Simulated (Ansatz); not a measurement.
**MoNH (nonet): wave-function methods side by side, def2-TZVPP**

The task here is to estimate one member of a computed series from the others.

Method: def2-TZVPP, core rule «outside noble gas», up to 5 orbitals frozen; program: Ansatz 0.2.0, Gaussian basis.

Plan: UHF; ROHF; CCSD(T) on UHF.

### The geometry

The geometry is a PBE0/def2-TZVP stationary point (not a proven minimum) of the parent state, kept for this charge and spin. No spin-orbit coupling is included. Elements past krypton take def2 core potentials.

3 atoms, charge 0, spin multiplicity 9.

Atoms are counted from 1 here; the program's logs count them from 0.

Bond lengths: Mo1–N2 2.057 Å, N2–H3 1.028 Å. Angles: Mo1–N2–H3 115.2°.

Set-up of the first run:

in.yaml reads:

```yaml
crystal:
  periodic: [false, false, false]
  atoms:
    - {symbol: Mo, position_ang: [0.000000, 0.010781, 0.282315]}
    - {symbol: N, position_ang: [0.000000, -0.129244, -1.770393]}
    - {symbol: H, position_ang: [0.000000, 0.769802, -2.269895]}
basis:
  gaussian: {orbitals: def2-TZVPP}
magnetization: {spin_polarized: true, initial_magnetization: 8}
hamiltonian: {xc: hf}
output: {orbitals: {seedname: orbitals}}
```

Started as:

```sh
$ ansatz run in.yaml --threads 1 --pin off --events-out ev --progress --plain --max-ram 4096MiB --backend cpu
```

Among the steps run: UHF; ROHF; CCSD(T) on UHF.

One table of the session follows, with a row left open; its other results are not shown here.

| method | from UCCSD(T) (kcal/mol) |
| --- | --- |
| ROHF | +166.53 |
| UHF | +160.51 |
| UMP2 | +20.24 |
| UCCSD | ? |
| UCCSD(T) | 0 |

Q: Estimate the row for UCCSD from the others.

**Answer.** from UCCSD(T) (kcal/mol): +4.39. In the column «from UCCSD(T) (kcal/mol)» it lies between UCCSD(T) (0) and UMP2 (+20.24).
